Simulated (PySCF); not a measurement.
# C₅H₁₄AsN: magnetic properties

Wanted: magnetic properties for C₅H₁₄AsN (`C[C@H](CN)[As](C)C`).

Computed with PySCF 2.14.0 and routines of our own; the level stands in each step. Atoms count from 0.

### 1 The starting structure

21 atoms, charge 0, multiplicity 1; geometry from: GFN2-xTB.

### 2 Magnetic properties: GIAO PBE0/pcSseg-1

Job settings and geometry (Å):

```
{"job": {"kind": "mag", "xc": "PBE0", "basis": "pcSseg-1", "isotopologues": 2}, "charge": 0, "multiplicity": 1}
C      1.270381    -1.416053     0.692774
C      0.540079    -0.458160    -0.243712
C      1.527169     0.464508    -0.974720
N      2.234060     1.420770    -0.144184
As    -0.824974     0.604385     0.778512
C     -2.090953    -0.878086     1.065732
C     -1.759885     1.366175    -0.783121
H      2.052882    -1.960730     0.162558
H      0.574197    -2.141142     1.113657
H      1.727901    -0.872513     1.521289
H      0.011043    -1.046166    -1.005425
H      0.989202     1.034631    -1.740292
H      2.284112    -0.142372    -1.484857
H      2.760060     0.935182     0.575153
H      1.565663     2.032471     0.322213
H     -3.055713    -0.476295     1.373391
H     -1.741555    -1.543279     1.853848
H     -2.229133    -1.455357     0.152238
H     -1.202123     2.199483    -1.208436
H     -2.735476     1.739746    -0.473173
H     -1.905857     0.609745    -1.553920
```

Method: GIAO PBE0/pcSseg-1 magnetisability, rotational g tensor and spin-rotation constants, non-relativistic, gas phase.

On the command line:

```console
$ OMP_NUM_THREADS=1 python excited_run.py task.json out
```

The driver reads the jobs from task.json and runs them one after another.

Output:

```text
coarse grid: 72960 points
cycle   1  E = -2488.6519311169  dE = -4.335e-01  |g| = 8.479e-01  |ddm| = 4.041e+00
cycle   2  E = -2488.6265137003  dE =  2.542e-02  |g| = 7.998e-01  |ddm| = 1.057e+00
cycle   3  E = -2488.7302419420  dE = -1.037e-01  |g| = 1.238e-01  |ddm| = 6.982e-01
cycle   4  E = -2488.7336624601  dE = -3.421e-03  |g| = 2.589e-02  |ddm| = 1.604e-01
cycle   5  E = -2488.7338309305  dE = -1.685e-04  |g| = 7.072e-03  |ddm| = 3.347e-02
cycle   6  E = -2488.7338422856  dE = -1.136e-05  |g| = 2.011e-03  |ddm| = 7.186e-03
cycle   7  E = -2488.7338431965  dE = -9.108e-07  |g| = 6.074e-04  |ddm| = 2.389e-03
final grid: 155320 points
cycle   8  E = -2488.7338678529  dE = -2.069e-07  |g| = 8.032e-04  |ddm| = 4.027e-03
cycle   9  E = -2488.7338676675  dE =  1.854e-07  |g| = 1.164e-03  |ddm| = 1.820e-03
cycle  10  E = -2488.7338680175  dE = -3.500e-07  |g| = 8.025e-05  |ddm| = 1.132e-03
cycle  11  E = -2488.7338680188  dE = -1.329e-09  |g| = 1.175e-05  |ddm| = 6.633e-05
cycle  12  E = -2488.7338680188  dE = -3.274e-11  |g| = 3.912e-06  |ddm| = 1.886e-05
converged SCF energy = -2488.7338680188

Magnetisability tensor (1e-30 J/T^2)
    -1725.66      -11.93      -16.35
      -11.93    -1738.31      -13.71
      -16.35      -13.71    -1712.83
isotropic -1725.60   principal values   -1755.36  -1720.50  -1700.94
isotropic susceptibility -103.918 1e-6 cm^3/mol

Inertial axes            a          b          c
rot. const./GHz      2.5259     1.3429     1.0772
chi total          -103.411   -103.721   -104.623
chi diamagnetic    -639.678  -1040.339  -1284.685
chi paramagnetic    536.267    936.619   1180.062
quadrupole/D A       -3.254      1.731      1.523
g nuclear            0.6345     0.5883     0.5956
g electronic        -0.6364    -0.5909    -0.5972
g total             -0.0018    -0.0026    -0.0016

Spin-rotation constants (kHz, H = +C I.J)
atom  isotope        aa         bb         cc
  3    14N        0.099      0.057      0.042
  4   75As        3.668      1.989      1.659
  7     1H       -0.064     -0.124     -0.093
  8     1H       -0.107     -0.059     -0.118
  9     1H       -0.262     -0.145      0.017
 10     1H       -0.243     -0.161      0.022
 11     1H       -0.230      0.003     -0.075
 12     1H       -0.031     -0.102     -0.086
 13     1H       -0.259     -0.056     -0.080
 14     1H       -0.137     -0.122     -0.088
 15     1H        0.004     -0.130     -0.121
 16     1H       -0.271     -0.009     -0.098
 17     1H       -0.284     -0.150      0.018
 18     1H       -0.155     -0.038     -0.120
 19     1H        0.005     -0.134     -0.119
 20     1H       -0.293     -0.133      0.006
  0    13C*       0.337      0.182      0.160
  1    13C*       0.455      0.306      0.196
  2    13C*       0.495      0.261      0.196
  5    13C*       0.348      0.175      0.141
* in the singly substituted isotopologue

Isotopologues: g along a, b, c
2H    at 7,8,9,10,11,12    -0.0016    -0.0022    -0.0013
13C   at 0                 -0.0020    -0.0025    -0.0016
```

It took 37 s on 1 thread of Intel Xeon 6975P-C, shared host; peak memory 1.1 GiB.

From this job:

| quantity | value |
| --- | --- |
| magnetisability | -1726·10⁻³⁰ J/T² |
| molar susceptibility | -103.9·10⁻⁶ cm³/mol |
| rotational g (a, b, c) | -0.0018, -0.0026, -0.0016 |

### 3 Magnetic properties (C5H14AsN (triplet)): B3LYP/pcSseg-0

The job, as its differences from that of step 2:

```diff
@@ -1,2 +1,2 @@
-{"job": {"kind": "mag", "xc": "PBE0", "basis": "pcSseg-1", "isotopologues": 2}, "charge": 0, "multiplicity": 1}
+{"job": {"kind": "mag", "xc": "B3LYP", "basis": "pcSseg-0", "scf": {"max_cycle": 50}}, "charge": 0, "multiplicity": 3}
 C      1.270381    -1.416053     0.692774
```

Method: B3LYP/pcSseg-0.

Output:

```text
NotImplementedError: this response code serves closed shells only; the SCF ended at -2486.32531302 Eh with <S^2> = 2.0028
```

Wall time 18 s (1 thread of Intel Xeon 6975P-C, shared host); peak memory 0.57 GiB.

Why it failed: The input makes an open shell, and this response code serves closed shells alone. The remedy is to restore the closed-shell charge and spin, or use an unrestricted response code.

### 4 Outcome

| quantity | value |
| --- | --- |
| magnetisability (step 2, GIAO PBE0/pcSseg-1) | -1726·10⁻³⁰ J/T² |
| molar susceptibility (step 2, GIAO PBE0/pcSseg-1) | -103.9·10⁻⁶ cm³/mol |
| rotational g (a, b, c) (step 2, GIAO PBE0/pcSseg-1) | -0.0018, -0.0026, -0.0016 |
| runs | 1 failed, 0 ended on unsound input |

What this shows: Steps that list no spin-orbit terms leave them out, which matters at and beside the heavy atoms. Vibrational averaging and real surroundings are missing from these values.
